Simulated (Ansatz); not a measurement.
# Al2GaSb3: the cost of one run

Program: Ansatz 0.2.0. Level of theory: DFT PBE, scalar-relativistic, plane waves, PAW. These are calculated values, not measurements.

## Step 1: The system as given

Symmetry: I-4m2, No. 119, tetragonal system. Conventional cell: a = 4.400 Å, b = 4.400 Å, c = 18.660 Å, α = 90.00°, β = 90.00°, γ = 90.00°. Around Al (site symmetry 2mm) lie 4 Sb at 2.69 to 2.70 Å. Around Ga (site symmetry -4m2) lie 4 Sb at 2.69 Å. Around Sb (site symmetry -4m2) lie 4 Al at 2.70 Å. Sb (site symmetry 2mm) is surrounded by 2 Ga at 2.69 Å and 2 Al at 2.69 Å.

Structure file:

```xyz
6
Lattice="-2.2000 2.2000 9.3299 2.2000 -2.2000 9.3299 2.2000 2.2000 -9.3299" Properties=species:S:1:pos:R:3 pbc="T T T"
Al    0.0000    0.0000   12.4363
Al    0.0000    0.0000    6.2236
Ga    0.0000    0.0000    0.0000
Sb    2.2000    0.0000    4.6650
Sb    0.0000    2.2000    7.7768
Sb    0.0000    2.2000    1.5531
```

The start is the relaxed end of an invented cell (made as: elements ordered on the sites of the GaSb type, Al/Ga on Ga (I-4m2, No. 119)), taken up again for a closer look.

## Step 2: Probe: one point on a coarse mesh

File input.yaml:

```yaml
crystal:
  lattice:
    - [-2.1999589, 2.1999589, 9.3299394]
    - [2.1999589, -2.1999589, 9.3299394]
    - [2.1999589, 2.1999589, -9.3299394]
  atoms:
    - { symbol: Al, position: [0.666472, 0.666472, 0.0] }
    - { symbol: Al, position: [0.333528, 0.333528, 0.0] }
    - { symbol: Ga, position: [0.0, 0.0, 0.0] }
    - { symbol: Sb, position: [0.25, 0.75, 0.5] }
    - { symbol: Sb, position: [0.916767, 0.416767, 0.5] }
    - { symbol: Sb, position: [0.583233, 0.083233, 0.5] }
basis:
  ecutwfc: 420
kpoints:
  mp_grid: { grid: [6, 6, 6] }
hamiltonian:
  xc: pbe
scf:
  occupations: { method: gaussian, width: 0.1 }
  lower_state_search: "off"
output:
  forces: true
  stress: true
  eigenvalues: true
```

Launch:

```sh
$ ansatz run input.yaml --threads 4 --pin off --max-ram 8192MiB --backend cpu --events-out ev --progress --plain --runs-dir out
```

Q: Estimate wall time and peak memory on 4 threads of Arm Neoverse V2, shared host.

About 5.2 s, with a peak of 0.53 GiB.
